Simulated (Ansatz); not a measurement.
# CdBrCl: small, medium and large basis sets

One table from this session's results is given with a row withheld; the runs are named, their logs left out.

Method: one geometry, several basis sets; program: Ansatz 0.2.0, Gaussian basis.

The runs, in order: PBE0-D4/def2-SVP; ωB97M-V/def2-SVP; PBE0-D4/def2-QZVPP; ωB97M-V/def2-QZVPP; the functionals' def2-TZVPP values are taken from earlier runs.

## Structure used throughout

The geometry comes from an earlier relaxation with PBE0-D4 in a triple-zeta def2 set; it is a stationary point. Cd takes the def2 core potential; no spin-orbit term is included.

SMILES `[Cl][Cd][Br]`, 3 atoms, charge 0, spin multiplicity 1.

Atoms are counted from 1 here; the program's logs count them from 0.

Bond lengths: Cl1–Cd2 2.269 Å, Cd2–Br3 2.396 Å. Angles: Cl1–Cd2–Br3 180.0°.

The first run:

in.yaml

```yaml
crystal:
  periodic: [false, false, false]
  atoms:
    - {symbol: Cl, position_ang: [0.477955, 2.184223, 0.491716]}
    - {symbol: Cd, position_ang: [0.004994, 0.018768, 0.004596]}
    - {symbol: Br, position_ang: [-0.493948, -2.267790, -0.509512]}
basis:
  gaussian: {orbitals: def2-SVP}
hamiltonian: {xc: pbe0, dispersion: d4}
output: {orbitals: {seedname: orbitals}}
```

Steps of the session up to this table: PBE0-D4 in def2-SVP; ωB97M-V in def2-SVP; PBE0-D4 in def2-QZVPP; ωB97M-V in def2-QZVPP.

One table of the session follows, with a row left open; its other results are not shown here.

It belongs to the step «Density functionals: the series». 

| functional | basis | HOMO (eV) | LUMO (eV) |
| --- | --- | --- | --- |
| PBE0-D4 | def2-SVP | -8.38 | -2.12 |
| PBE0-D4 | def2-TZVPP | -8.54 | -2.24 |
| PBE0-D4 | def2-QZVPP | ? | ? |
| ωB97M-V | def2-SVP | -10.54 | -0.22 |
| ωB97M-V | def2-TZVPP | -10.74 | -0.40 |
| ωB97M-V | def2-QZVPP | -10.77 | -0.53 |

Estimate the missing values for PBE0-D4, def2-QZVPP.

The run gave: HOMO (eV): -8.56; LUMO (eV): -2.26. In the column «HOMO (eV)» it lies between ωB97M-V, def2-SVP (-10.54) and PBE0-D4, def2-TZVPP (-8.54).
